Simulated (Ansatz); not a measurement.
# AlH6NOSi: the cost of one run

All numbers are computed with the Python package of Ansatz 0.2.0. Level of theory: B3LYP/def2-TZVP.

### Step 1. The system

Bond lengths: N1–Al2 1.881 Å, Al2–O3 1.842 Å, O3–Si4 1.817 Å, N1–H5 1.000 Å, N1–H6 1.048 Å, Al2–H7 1.591 Å, Si4–H8 1.463 Å, Si4–H9 1.428 Å, Si4–H10 1.490 Å. Angles: N1–Al2–O3 119.6°, N1–Al2–H7 119.9°, O3–Al2–H7 120.4°, Al2–N1–H5 110.8°, Al2–N1–H6 109.7°, H5–N1–H6 108.4°, Al2–O3–Si4 103.5°, O3–Si4–H8 106.6°, O3–Si4–H9 109.6°, O3–Si4–H10 107.2°, H8–Si4–H9 111.8°, H8–Si4–H10 109.6°, H9–Si4–H10 111.8°.

The script reads alh6nosi.xyz:

```xyz
10

N    -0.58370    2.14390    0.32830
Al   -1.07840    0.35430    0.62860
O    -0.95310   -0.86610   -0.74490
Si    0.77300   -1.42780   -0.65700
H     0.18630    2.40240    0.91150
H    -0.29820    2.26860   -0.67230
H    -1.51250   -0.11440    2.08550
H     0.94780   -2.41030   -1.72740
H     1.64830   -0.31110   -0.81430
H     0.95370   -2.09070    0.66500
```

### Step 2. The script

alh6nosi.py reads:

```python
import ansatz


def energy_of(molecule, charge=0, unpaired=0):
    calc = molecule.calculation().basis(gaussian="def2-TZVP").functional("B3LYP")
    if charge:
        calc = calc.charge(charge)
    if unpaired:
        calc = calc.spin("collinear", total=unpaired)
    return calc.run().report["free_energy_ev"]

def without(molecule, index):
    rest = ansatz.Crystal.molecule()
    for i, site in enumerate(molecule.cartesian_sites):
        if i != index:
            rest = rest.atom(site.symbol, site.position_ang)
    return rest

system = ansatz.Crystal.molecule_from_extxyz("alh6nosi.xyz")

whole = energy_of(system, 0)
hydrogen = energy_of(ansatz.Crystal.molecule().atom("H", (0, 0, 0)), 0, 1)
print(f"E(molecule) = {whole:.5f} eV, E(H) = {hydrogen:.5f} eV")
for index in [5, 6, 9]:
    radical = energy_of(without(system, index), 0, 1)
    print(f"H{index}: homolysis {23.060548 * (radical + hydrogen - whole):.1f} kcal/mol")
```

### Step 3. The input behind the calls

The package turns the script's settings into the engine's input (first run):

```yaml
crystal:
  periodic: [false, false, false]
  atoms:
    - { symbol: "N", position_ang: [-0.5837, 2.1439, 0.3283] }
    - { symbol: Al, position_ang: [-1.0784, 0.3543, 0.6286] }
    - { symbol: O, position_ang: [-0.9531, -0.8661, -0.7449] }
    - { symbol: Si, position_ang: [0.773, -1.4278, -0.657] }
    - { symbol: H, position_ang: [0.1863, 2.4024, 0.9115] }
    - { symbol: H, position_ang: [-0.2982, 2.2686, -0.6723] }
    - { symbol: H, position_ang: [-1.5125, -0.1144, 2.0855] }
    - { symbol: H, position_ang: [0.9478, -2.4103, -1.7274] }
    - { symbol: H, position_ang: [1.6483, -0.3111, -0.8143] }
    - { symbol: H, position_ang: [0.9537, -2.0907, 0.665] }
basis:
  gaussian:
    orbitals: def2-TZVP
hamiltonian:
  xc: b3lyp
```

### Step 4. Running it

Command:

```bash
$ python alh6nosi.py
```

**Question.** How long does this script take on 1 thread of Arm Neoverse V1, shared host, and how much memory does it need?

About 38 s, with a peak of 0.47 GiB.
